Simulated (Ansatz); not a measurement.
Crystal: Ba2Tl5V3O12.

```
Ba V Tl O
1.0
     9.93665    0.00000    0.00000
     0.00000    9.93665    0.00000
     0.00000    0.00000    6.65552
Ba V Tl O
2 3 5 12
Direct
  0.00000 0.50000 0.00000
  0.50000 0.00000 0.00000
  0.50000 0.50000 0.00000
  0.50000 0.00000 0.50000
  0.00000 0.50000 0.50000
  0.00000 0.00000 0.50000
  0.67321 0.32679 0.46014
  0.32679 0.67321 0.46014
  0.67321 0.67321 0.53986
  0.32679 0.32679 0.53986
  0.39848 0.60152 0.14652
  0.60152 0.39848 0.14652
  0.60152 0.60152 0.85348
  0.39848 0.39848 0.85348
  0.59959 0.09072 0.33579
  0.40041 0.09072 0.66421
  0.59959 0.90928 0.66421
  0.40041 0.90928 0.33579
  0.09072 0.59959 0.33579
  0.09072 0.40041 0.66421
  0.90928 0.59959 0.66421
  0.90928 0.40041 0.33579
```

The cell was built by a generator and needn't be a form met in nature.

Base run:

| Item | Value |
| --- | --- |
| Program | Ansatz 0.2.0 |
| Functional | PBE |
| Potentials or basis | Ansatz PAW |
| Cutoff | 420 eV |
| Density cutoff | 1680 eV |
| k mesh | 3 × 3 × 4 |
| Occupations | fermi-dirac, width 0.05 eV |
| Spin | collinear spin, ferromagnetic start |
| Starting moments | [0.0, 0.0, 2.0, 2.0, 2.0, 0.0, 0.0, 0.0, 0.0, 0.0, 0.0, 0.0, 0.0, 0.0, 0.0, 0.0, 0.0, 0.0, 0.0, 0.0, 0.0, 0.0] μB |
| Hubbard terms | V d U = 8 eV |

Its results: band gap on the k mesh 0.51 eV, indirect (least direct gap 0.64 eV); pressure 0.5 GPa; net moment 0.00 μB per cell; largest force 0.301 eV/Å.

Problem. The run is repeated on the same cell with these changes: potentials or basis from Ansatz PAW to SPMS NC; cutoff from 420 eV to 1034 eV; density cutoff from 1680 eV to 4136 eV; hubbard terms from V d U = 8 eV to none; hubbard projectors from ortho-atomic (the default) to none. What comes out?

Solution. Band gap on the k mesh 0.50 eV, indirect (least direct gap 0.63 eV); pressure 0.0 GPa; net moment 0.00 μB per cell; largest force 0.041 eV/Å.

Caveats: odd divisions of the mesh miss points on the zone boundary, where band edges often lie, so the gap on the mesh can be too wide; spin-orbit coupling is left out, which as a rule narrows the gap of such compounds by several tenths of an eV; the magnetic or orbital state may not be the lowest (some runs); the density of states is complete only up to the lowest level of the last band computed (some runs).

A k mesh can miss the band edges.

Not every run made on this cell is shown here.
